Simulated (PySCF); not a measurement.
**RuO₂: structure of the singlet**

Aim: relax RuO₂ as a singlet from a end-on start, check by its vibrations whether the end is a minimum, and collect its spectrum and constants.

The runs use PySCF 2.14.0; PBE0, basis Ru def2-TZVP with ECP28, O def2-TZVP, scalar-relativistic core potentials, no spin–orbit coupling, density fitting.

### 1 Where the work starts

3 atoms, charge 0, spin multiplicity 1.

Bond lengths: Ru1–O2 1.936 Å, O2–O3 1.445 Å. Angles: Ru1–O2–O3 119.9°.

Z-matrix (Å, degrees; charge 0 multiplicity 1):
```
Ru
O  1 1.9364
O  2 1.4450 1 119.89
```

### 2 Finding the electronic state

One driver script runs all steps and calls PySCF; scf.py shows how it sets up the SCF of each step. The optimiser is the driver's own. After this first run the driver tries any further starts and a stability analysis.

File scf.py:

```python
from pyscf import gto, scf, dft
mol = gto.M(atom='''
Ru     0.000000     0.000000     0.000000
O      0.000000     0.000000     1.936400
O      1.252800     0.000000     2.656400''',
    basis={'Ru': 'def2-TZVP', 'O': 'def2-TZVP'},
    ecp={'Ru': 'def2-TZVP'},
    charge=0, spin=0)
mf = dft.RKS(mol, xc='PBE0')
mf.grids.atom_grid = (50, 194)
aux = {'Ru': 'def2-universal-JKFIT', 'O': 'def2-universal-JKFIT'}
mf = mf.density_fit(auxbasis=aux)
mf.conv_tol = 1e-08
mf.diis_space = 10
mf.max_cycle = 60
mf.init_guess = 'minao'
mf.verbose = 4
mf.kernel()
```

Command:

```console
$ OMP_NUM_THREADS=2 python axn.py task.json out
```

What it wrote:

```text
init E= -237.22660121864
  HOMO = -0.599376179709221  LUMO = -0.50695102890499  gap/eV = 2.51502
cycle= 1 E= -242.077005734206  delta_E= -4.85  |g|= 3.45  |ddm|= 4.05
cycle= 2 E= -222.930299536229  delta_E= 19.1  |g|= 7.28  |ddm|= 9.71
cycle= 3 E= -243.669624301753  delta_E= -20.7  |g|= 2.37  |ddm|= 9.42
  HOMO = -0.235523030326287  LUMO = -0.233240347227336  gap/eV = 0.06211
cycle= 4 E= -244.431054528602  delta_E= -0.761  |g|= 1.51  |ddm|= 2.11
  HOMO = -0.217268979251024  LUMO = -0.165109502170836  gap/eV = 1.41933
cycle= 5 E= -244.900757575529  delta_E= -0.47  |g|= 0.634  |ddm|= 0.98
  HOMO = -0.186767376736069  LUMO = -0.127396479890713  gap/eV = 1.61556
cycle= 6 E= -244.653162175712  delta_E= 0.248  |g|= 1.26  |ddm|= 0.782
  HOMO = -0.228442269039961  LUMO = -0.141164737218072  gap/eV = 2.37494
cycle= 7 E= -244.956837564572  delta_E= -0.304  |g|= 0.313  |ddm|= 0.459
  HOMO = -0.230613833206315  LUMO = -0.138060431518063  gap/eV = 2.51851
cycle= 8 E= -244.965630762696  delta_E= -0.00879  |g|= 0.248  |ddm|= 0.114
  HOMO = -0.228146936785181  LUMO = -0.133586546587707  gap/eV = 2.57312
cycle= 9 E= -244.975916237825  delta_E= -0.0103  |g|= 0.131  |ddm|= 0.119
  HOMO = -0.22523366024513  LUMO = -0.128807134546346  gap/eV = 2.62390
cycle= 10 E= -244.979777572  delta_E= -0.00386  |g|= 0.015  |ddm|= 0.127
  HOMO = -0.225325315529206  LUMO = -0.129462610258265  gap/eV = 2.60856
cycle= 11 E= -244.979801481406  delta_E= -2.39e-05  |g|= 0.0127  |ddm|= 0.0141
  HOMO = -0.225005105270592  LUMO = -0.129490330837634  gap/eV = 2.59909
cycle= 12 E= -244.979842480649  delta_E= -4.1e-05  |g|= 0.00202  |ddm|= 0.00893
  HOMO = -0.224897651966497  LUMO = -0.129406134933713  gap/eV = 2.59846
cycle= 13 E= -244.979845862597  delta_E= -3.38e-06  |g|= 0.000656  |ddm|= 0.00512
  HOMO = -0.224884690297918  LUMO = -0.12938068573625  gap/eV = 2.59880
cycle= 14 E= -244.979847402631  delta_E= -1.54e-06  |g|= 0.000341  |ddm|= 0.00438
  HOMO = -0.224897632594195  LUMO = -0.129410725861827  gap/eV = 2.59833
cycle= 15 E= -244.979848008506  delta_E= -6.06e-07  |g|= 0.000252  |ddm|= 0.00255
  HOMO = -0.224892821788967  LUMO = -0.129432826790344  gap/eV = 2.59760
cycle= 16 E= -244.979848516549  delta_E= -5.08e-07  |g|= 0.000118  |ddm|= 0.00366
  HOMO = -0.224886270608302  LUMO = -0.129444154101544  gap/eV = 2.59711
cycle= 17 E= -244.979848610764  delta_E= -9.42e-08  |g|= 0.000153  |ddm|= 0.00206
  HOMO = -0.224877896608492  LUMO = -0.129442188113718  gap/eV = 2.59694
cycle= 18 E= -244.979848621665  delta_E= -1.09e-08  |g|= 4.4e-05  |ddm|= 0.000405
  HOMO = -0.224876171211522  LUMO = -0.12944180184819  gap/eV = 2.59690
cycle= 19 E= -244.979848623397  delta_E= -1.73e-09  |g|= 2.68e-05  |ddm|= 0.000107
  HOMO = -0.224870798845487  LUMO = -0.129440261776919  gap/eV = 2.59680
Extra cycle  E= -244.979848621193  delta_E= 2.2e-09  |g|= 0.000125  |ddm|= 0.000109
converged SCF energy = -244.979848621193
```

This step, with its further starts and checks, ran for 11 s (2 threads of Intel Xeon Platinum 8259CL at 2.50GHz (Skylake/Cascade Lake), shared host).

Energies from each starting density:

| start | energy (Eh) |
| --- | --- |
| the minimal-basis guess | -244.979849 |
| a thermally smeared density | -244.979849 |
| a smeared PBE density | -244.979849 |

No lower closed-shell solution turned up from the other starts or in the test of internal stability.

### 3 End-on start, singlet: relaxation

The program finds Cs symmetry in the start, which this walk keeps. Threshold on the gradient: 0.0003 Eh/bohr, with a further test on the energy change.

Changes to scf.py since step 2:

```diff
@@ -3,3 +3,3 @@
-Ru     0.000000     0.000000     0.000000
-O      0.000000     0.000000     1.936400
-O      1.252800     0.000000     2.656400''',
+Ru    -0.149659     0.000000    -0.548653
+O     -0.149659     0.000000     1.387747
+O      1.103141     0.000000     2.107747''',
@@ -16 +15,0 @@
-mf.init_guess = 'minao'
```

Steps of the walk:

| step | energy (Eh) | change (kJ/mol) | largest symmetric gradient (Eh/bohr) |
| --- | --- | --- | --- |
| 0 | -244.979849 | 0.00 | 0.09721 |
| 1 | -245.020856 | -107.67 | 0.04673 |
| 2 | -245.023932 | -115.74 | 0.03550 |
| 3 | -245.026227 | -121.77 | 0.00721 |
| 4 | -245.027587 | -125.34 | 0.01165 |
| 5 | -245.031355 | -135.23 | 0.05265 |
| 6 | -245.035130 | -145.14 | 0.02630 |
| 7 | -245.037989 | -152.65 | 0.01918 |
| 8 | -245.038221 | -153.26 | 0.00509 |
| 9 | -245.038397 | -153.72 | 0.00264 |
| 10 | -245.038418 | -153.77 | 0.00274 |
| 11 | -245.038427 | -153.80 | 0.00158 |
| 12 | -245.038433 | -153.81 | 0.00006 |

The walk took 31 s.

Positions (Å) and forces (eV/Å) along the way:

```
step 0
Ru  -0.150   0.000  -0.549   0.388   0.000   4.998
O   -0.150   0.000   1.388   3.976   0.000  -1.892
O    1.103   0.000   2.108  -4.364   0.000  -3.107
step 1
Ru  -0.133   0.000  -0.433   0.341   0.000   2.403
O   -0.068   0.000   1.355  -0.461   0.000  -2.056
O    1.005   0.000   2.026   0.120   0.000  -0.347
step 6
Ru   0.088   0.000  -0.241   0.193   0.000   1.353
O   -0.301   0.000   1.487   0.657   0.000  -0.564
O    1.018   0.000   1.701  -0.850   0.000  -0.789
step 12
Ru   0.159   0.000  -0.184   0.005   0.000  -0.002
O   -0.339   0.000   1.544  -0.001   0.000   0.002
O    0.984   0.000   1.586  -0.003   0.000   0.001
```

End point (Cs, 12 steps, 153.8 kJ/mol gained): O–O 1.323 Å, Ru–O 1.799 Å, Ru–O 1.953 Å; O–O–Ru 63.2°, O–O–Ru 75.7°, O–Ru–O 41.1°.

### 4 Is it a minimum? Harmonic modes

On the finer grid the gradient is checked again; gradients at displacements of ±0.02 bohr then give force constants and infrared intensities.

Changes to scf.py since step 3:

```diff
@@ -3,3 +3,3 @@
-Ru    -0.149659     0.000000    -0.548653
-O     -0.149659     0.000000     1.387747
-O      1.103141     0.000000     2.107747''',
+Ru    -0.039014     0.000000    -0.417923
+O     -0.537023     0.000000     1.310421
+O      0.785581     0.000000     1.352184''',
@@ -10 +10 @@
-mf.grids.atom_grid = (50, 194)
+mf.grids.atom_grid = (75, 302)
@@ -13 +13 @@
-mf.conv_tol = 1e-08
+mf.conv_tol = 1e-10
```

The driver hands on the density of the step before, so the log starts near convergence.

Log of the central SCF (cycles and frontier levels):

```text
init E= -245.038437752074
  HOMO = -0.213975133838419  LUMO = -0.126318451323453  gap/eV = 2.38526
cycle= 1 E= -245.038437751916  delta_E= 1.59e-10  |g|= 2.9e-05  |ddm|= 1.93e-05
  HOMO = -0.213980423415779  LUMO = -0.126321332393157  gap/eV = 2.38533
cycle= 2 E= -245.038437747893  delta_E= 4.02e-09  |g|= 0.000144  |ddm|= 8.93e-05
  HOMO = -0.213975620241967  LUMO = -0.126318427899601  gap/eV = 2.38527
cycle= 3 E= -245.038437752086  delta_E= -4.19e-09  |g|= 3.91e-06  |ddm|= 7.49e-05
  HOMO = -0.213975826281615  LUMO = -0.126318628812744  gap/eV = 2.38527
cycle= 4 E= -245.038437752088  delta_E= -2.05e-12  |g|= 1.4e-06  |ddm|= 2.93e-06
  HOMO = -0.213975914570807  LUMO = -0.126318713853568  gap/eV = 2.38527
Extra cycle  E= -245.038437752089  delta_E= -7.39e-13  |g|= 2.96e-06  |ddm|= 3.49e-06
converged SCF energy = -245.038437752089
```

The whole step took 44 s.

Geometry: Cs; O–O 1.323 Å, Ru–O 1.799 Å, Ru–O 1.953 Å; O–O–Ru 63.2°, O–O–Ru 75.7°, O–Ru–O 41.1°.

Modes, for the most abundant isotopes:

```json
{"symmetry": "a'", "ω (cm⁻¹)": "236", "IR (km/mol)": "42.0", "μ (u)": "16.73"}
{"symmetry": "a'", "ω (cm⁻¹)": "659", "IR (km/mol)": "3.5", "μ (u)": "19.54"}
{"symmetry": "a'", "ω (cm⁻¹)": "1124", "IR (km/mol)": "161", "μ (u)": "16.12"}
```

No imaginary mode, so this is a minimum.

Properties at this point:

- Dipole moment: 3.75 D
- Highest occupied level: -5.82 eV
- Lowest empty level: -3.44 eV
- Rotational constants: 1.227, 0.2235, 0.1891 cm⁻¹
- Zero-point energy: 12.1 kJ/mol
- Principal polarisabilities: 40.5, 45.0, 49.3 bohr³
- Atomisation energy without zero-point energy: 543 kJ/mol
- Principal traceless quadrupole moments about the centre of mass: -2.44, -0.41, 2.85 D Å
- Entropy at 298.15 K and 1 bar: 275.4 J/(mol K)
- Heat capacity Cp at 298.15 K: 45.6 J/(mol K)
- Enthalpy at 298.15 K above 0 K: 11.65 kJ/mol
- Rotational symmetry number: 1

Charges (e) and bond orders:

| atom | Mulliken | Löwdin | polar tensor | Mayer order to Ru1 |
| --- | --- | --- | --- | --- |
| Ru1 | 0.49 | 0.21 | 0.63 | – |
| O2 | -0.22 | -0.07 | -0.22 | 1.30 |
| O3 | -0.27 | -0.14 | -0.41 | 1.01 |

Outer orbital energies (eV). occupied: -13.90, -13.76, -13.33, -9.45, -7.52, -7.03, -6.13, -5.82; empty: -3.44, -2.33, -1.93, 0.26.

Mulliken populations on Ru1 (outside its core potential): s 2.49, p 6.08, d 6.93, f 0.01.

### 5 The broken-symmetry singlet

A stability analysis found the closed shell of the lowest minimum unstable towards spin polarisation, so the unrestricted solution is followed.

The program finds Cs symmetry in the start, which may break. Threshold on the gradient: 0.0003 Eh/bohr, with a further test on the energy change.

Changes to scf.py since step 4:

```diff
@@ -9,2 +9,2 @@
-mf = dft.RKS(mol, xc='PBE0')
-mf.grids.atom_grid = (75, 302)
+mf = dft.UKS(mol, xc='PBE0')
+mf.grids.atom_grid = (50, 194)
@@ -13 +13 @@
-mf.conv_tol = 1e-10
+mf.conv_tol = 1e-08
```

The optimiser's trace:

| step | energy (Eh) | change (kJ/mol) | largest gradient (Eh/bohr) |
| --- | --- | --- | --- |
| 0 | -245.060219 | 0.00 | 0.03280 |
| 1 | -245.062545 | -6.11 | 0.01018 |
| 2 | -245.063280 | -8.04 | 0.00780 |
| 3 | -245.063669 | -9.06 | 0.00298 |
| 4 | -245.063682 | -9.09 | 0.00051 |
| 5 | -245.063683 | -9.09 | 0.00004 |

The walk took 19 s.

Positions (Å) and forces (eV/Å) along the way:

```
step 0
Ru  -0.039   0.000  -0.418   0.551   0.000  -0.956
O   -0.537   0.000   1.310  -1.688   0.000   1.273
O    0.786   0.000   1.352   1.138   0.000  -0.317
step 1
Ru  -0.026   0.000  -0.426   0.401   0.000  -0.019
O   -0.564   0.000   1.332  -0.059   0.000   0.521
O    0.800   0.000   1.338  -0.343   0.000  -0.502
step 3
Ru   0.005   0.000  -0.424   0.011   0.000   0.024
O   -0.580   0.000   1.371   0.144   0.000  -0.015
O    0.784   0.000   1.297  -0.155   0.000  -0.009
step 5
Ru   0.006   0.000  -0.424   0.005   0.000   0.002
O   -0.577   0.000   1.372  -0.002   0.000  -0.003
O    0.781   0.000   1.297  -0.003   0.000   0.001
```

After 5 steps and 9.1 kJ/mol it ends at C2v: O–O 1.361 Å, Ru–O 1.888 Å (×2); O–O–Ru 68.9° (×2), O–Ru–O 42.2°.

### 6 Frequencies

As before: finer grid, then central differences.

Changes to scf.py since step 5:

```diff
@@ -3,3 +3,3 @@
-Ru    -0.039014     0.000000    -0.417923
-O     -0.537023     0.000000     1.310421
-O      0.785581     0.000000     1.352184''',
+Ru    -0.022961    -0.000000    -0.420012
+O     -0.606112    -0.000000     1.375327
+O      0.752421     0.000000     1.301060''',
@@ -10 +10 @@
-mf.grids.atom_grid = (50, 194)
+mf.grids.atom_grid = (75, 302)
@@ -13 +13 @@
-mf.conv_tol = 1e-08
+mf.conv_tol = 1e-10
```

Log of the central SCF (cycles and frontier levels):

```text
init E= -245.06367028691
[... the frontier-level lines of each cycle are left out ...]
cycle= 1 E= -245.063670286841  delta_E= 6.9e-11  |g|= 1.45e-05  |ddm|= 1.16e-05
cycle= 2 E= -245.063670285824  delta_E= 1.02e-09  |g|= 5.2e-05  |ddm|= 3.63e-05
cycle= 3 E= -245.063670286925  delta_E= -1.1e-09  |g|= 3.72e-06  |ddm|= 2.87e-05
cycle= 4 E= -245.063670286931  delta_E= -6.08e-12  |g|= 9.95e-07  |ddm|= 2.46e-06
Extra cycle  E= -245.063670286931  delta_E= 6.25e-13  |g|= 2.16e-06  |ddm|= 2.39e-06
converged SCF energy = -245.063670286931  <S^2> = 0.98928563  2S+1 = 2.2264641
```

The whole step ran for 57 s (2 threads of Intel Xeon Platinum 8259CL at 2.50GHz (Skylake/Cascade Lake), shared host).

Geometry: C2v; O–O 1.361 Å, Ru–O 1.888 Å (×2); O–O–Ru 68.9° (×2), O–Ru–O 42.2°.

Harmonic modes (main isotopes):

```csv
ω (cm⁻¹),IR (km/mol)
427,18.9
615,15.5
1069,105
```

All wavenumbers are real: a minimum.

Here the density breaks the symmetry of the frame, and no labels are given.

Properties at this point:

```yaml
Dipole_moment: 4.76 D
Highest_occupied_level: -6.09 eV
Lowest_empty_level: -2.69 eV
Rotational_constants: 1.139, 0.2233, 0.1867 cm⁻¹
Zero-point_energy: 12.6 kJ/mol
Principal_polarisabilities: 33.9, 43.0, 45.5 bohr³
Atomisation_energy_without_zero-point_energy: 609 kJ/mol
Principal_traceless_quadrupole_moments_about_the_centre_of_mass: -0.13, -0.04, 0.16 D Å
Entropy_at_298.15_K_and_1_bar: 266.3 J/(mol K)
Heat_capacity_Cp_at_298.15_K: 44.6 J/(mol K)
Enthalpy_at_298.15_K_above_0_K: 11.14 kJ/mol
Rotational_symmetry_number: 2
Spin_squared_⟨S²⟩: 0.989
```

Populations by atom (charges in e):

```json
{"atom": "Ru1", "Mulliken": "0.59", "Löwdin": "0.33", "polar tensor": "0.75", "spin (Mulliken)": "0.00", "Mayer order to Ru1": "–"}
{"atom": "O2,3", "Mulliken": "-0.29", "Löwdin": "-0.17", "polar tensor": "-0.37", "spin (Mulliken)": "0.00", "Mayer order to Ru1": "0.99"}
```

Mulliken populations on Ru1 (outside its core potential): s 2.32, p 6.11, d 6.97, f 0.01.

### 7 The points found, side by side

| spin | group | bonds | imaginary modes (cm⁻¹) | ΔE (kJ/mol) | with zero-point energy |
| --- | --- | --- | --- | --- | --- |
| broken-symmetry (Ms = 0) | C2v (density of lower symmetry) | O–O 1.361 Å, Ru–O 1.888 Å (×2) | none | 0.0 | 0.0 |
| singlet | Cs | O–O 1.323 Å, Ru–O 1.799 Å, Ru–O 1.953 Å | none | 66.2 | 65.7 |

### 8 Outcome

| quantity | value |
| --- | --- |
| minimum | broken-symmetry (Ms = 0), C2v |
| geometry | O–O 1.361 Å, Ru–O 1.888 Å (×2); O–O–Ru 68.9° (×2), O–Ru–O 42.2° |
| wavenumbers (cm⁻¹) | 427, 615, 1069 |
| dipole moment | 4.76 D |
| highest occupied, lowest empty level (either spin) | -6.09, -2.69 eV |
| polar-tensor charge of Ru1 | +0.75 e |
| zero-point energy | 12.6 kJ/mol |
| entropy at 298.15 K | 266.3 J/(mol K) |
| atomisation energy (no zero-point energy) | 609 kJ/mol |
| ⟨S²⟩ | 0.989 |

**Reading.** The end-on start (Cs) ends in a minimum of C2v symmetry. The determinant is spin-contaminated (⟨S²⟩ = 0.99 against 0.00), so it is no pure spin state. In the infrared the band at 1069 cm⁻¹ leads. Only this shape and spin were tried, so other structures or states may lie lower. The SCF density has lower symmetry than the nuclear frame.

The search up to here took 2.8 min.
